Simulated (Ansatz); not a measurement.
This script makes a test of the smearing width of Rb3Ba, space group I4/mmm with the Ansatz DFT code, driven from Python.

The script, `rb3ba.py`:
```python
# -*- coding: utf-8 -*-
from dataclasses import dataclass
import warnings

import ansatz as az


@dataclass
class Settings:
    functional: str = "pbe"
    cutoff: int = 420


settings = Settings()

warnings.simplefilter("ignore", az.DeckWarning)

lattice = az.Lattice.of(
    (-3.371459, 3.371459, 7.371348),
    (3.371459, -3.371459, 7.371348),
    (3.371459, 3.371459, -7.371348),
)
sites = [
    ("Rb", (0.75, 0.25, 0.5)),
    ("Rb", (0.25, 0.75, 0.5)),
    ("Rb", (0.5, 0.5, 0.0)),
    ("Ba", (0.0, 0.0, 0.0)),
]
system = az.Crystal(lattice=lattice)
for symbol, position in sites:
    system = system.atom(symbol, position)

setup = (
    system.calculation()
    .functional(settings.functional)
    .pseudopotentials("paw")
    .basis(settings.cutoff)
    .kpoints(5, center="gamma")
)

rows = []
for value in [0.5, 0.3, 0.2, 0.1]:
    r = setup.occupations("cold", width=value).run(threads=1).report
    rows.append((value, r["free_energy_ev"] / len(r["lattice"]["sites"]), r["n_iterations"], r["n_kpoints"]))

print("  width (eV)   F/atom (eV)    iterations      k-points")
for row in rows:
    print(f"{str(row[0]):>12s}  {row[1]:12.5f}  {row[2]:12d}  {row[3]:12d}")

for row in rows[:-1]:
    shift = 1000 * (row[1] - rows[-1][1])
    print(f"{row[0]}: {shift:+.2f} meV/atom" + ("  (within 5 meV)" if abs(shift) < 5 else ""))
```

How much does the free energy per atom change between the narrowest and the widest smearing, and why?

Going from 0.1 to 0.5 eV changes F by -14.6 meV an atom. This scheme is built to cancel the term in the square of the width, but that needs a smooth density of states and a fine mesh, and here a sizeable shift remains.

The run itself:

Output of `python rb3ba.py`:
```text
  width (eV)   F/atom (eV)    iterations      k-points
         0.5   -3937.77564             7            18
         0.3   -3937.76501             7            18
         0.2   -3937.76201             7            18
         0.1   -3937.76106             7            18
0.5: -14.59 meV/atom
0.3: -3.95 meV/atom  (within 5 meV)
0.2: -0.96 meV/atom  (within 5 meV)
```

What to keep in mind:
- The mesh is modest for a metal, so energies can be off by several to tens of meV an atom and pressures by half a GPa or more; differences at equal mesh fare better.
- The free energy holds a sizeable smearing term, which stands for no physical temperature.
- The narrowest width needs the finest mesh, so the last row is no converged reference.
- The structure comes from a database of computed cells and needn't be a stable or known phase.
- Finished in 29 s on 1 thread of Arm Neoverse V1, with other jobs on the host, peak memory 0.59 GiB.
